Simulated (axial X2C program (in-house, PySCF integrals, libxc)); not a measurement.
# PtO⁺: properties at the nuclei

Aim: properties at the nuclei of PtO⁺, with spin–orbit coupling in the Hamiltonian from the start.

Program: an in-house X2C program for linear molecules on PySCF integrals. Level of theory: two-component X2C with atomic mean-field terms, Pt dyall-cv3z, O dyall-av3z. These are calculated values, not measurements.

## Step 1: Set-up

task.json

```json
{"zs": [78, 8], "q": 1, "bas": ["dyall-cv3z", "dyall-av3z"], "r0": 1.69, "levels": ["PBE0", "HF", "TPSSh", "LDA", "BHandHLYP"], "nst": 3}
```

Keys: zs atomic numbers; q charge; bas basis sets; r0 starting distance in Å; levels methods (HF also brings MP2); nst determinants followed.

The run is started by

```
> python soeom.py task.json out
```

Further steps of the session: Expectation values, lowest determinant; Expectation values, a higher determinant; Expectation values, a higher determinant.

**Question.** What will these runs give? Wanted: lowest determinant; Eeff magnitude; Ws magnitude Pt; A∥/gI Pt; qzz Pt; higher determinant (for each run or level that gives them).

As calculated:

```
                                        quantity                                                  value
                              lowest determinant                Ω = 3/2 (excess of +ω over −ω: ω = 3/2)
                    Eeff magnitude (GV/cm), PBE0                                                   48.8
                     Ws magnitude Pt (kHz), PBE0                                                   30.7
                            A∥/gI Pt (MHz), PBE0                                                   4420
                             qzz Pt (a.u.), PBE0                                                   7.67
                              higher determinant  Ω = 1/2 (excess of +ω over −ω: 2 × ω = -1/2, ω = 3/2)
Eeff magnitude (GV/cm), PBE0, higher determinant                                                   35.7
 Ws magnitude Pt (kHz), PBE0, higher determinant                                                   80.9
        A∥/gI Pt (MHz), PBE0, higher determinant                                                 -17600
         qzz Pt (a.u.), PBE0, higher determinant                                                   7.49
                              higher determinant                Ω = 1/2 (excess of +ω over −ω: ω = 1/2)
Eeff magnitude (GV/cm), PBE0, higher determinant                                                   6.06
 Ws magnitude Pt (kHz), PBE0, higher determinant                                                   10.7
        A∥/gI Pt (MHz), PBE0, higher determinant                                                  15200
         qzz Pt (a.u.), PBE0, higher determinant                                                   7.62
```

**Reading.** In the first state, the effective field runs from 36.3 to 50.5 GV/cm over the mean-field levels. The expectation values come from single determinants, which for open shells can mix terms of unlike spin or miss the lowest Ω, so a determinant need not be a state. Eeff is the effective electric field on the electron dipole moment in this Ω state and Ws the scalar–pseudoscalar constant (defined with the proton number Z and per Ω); A∥ is the parallel hyperfine constant, which follows by multiplying with the nuclear g factor gI = μI/(I μN); qzz is the electric field gradient, eQq0 = 234.96 MHz × Q/barn × qzz. The operators were transformed with the bare-nucleus X2C matrices.
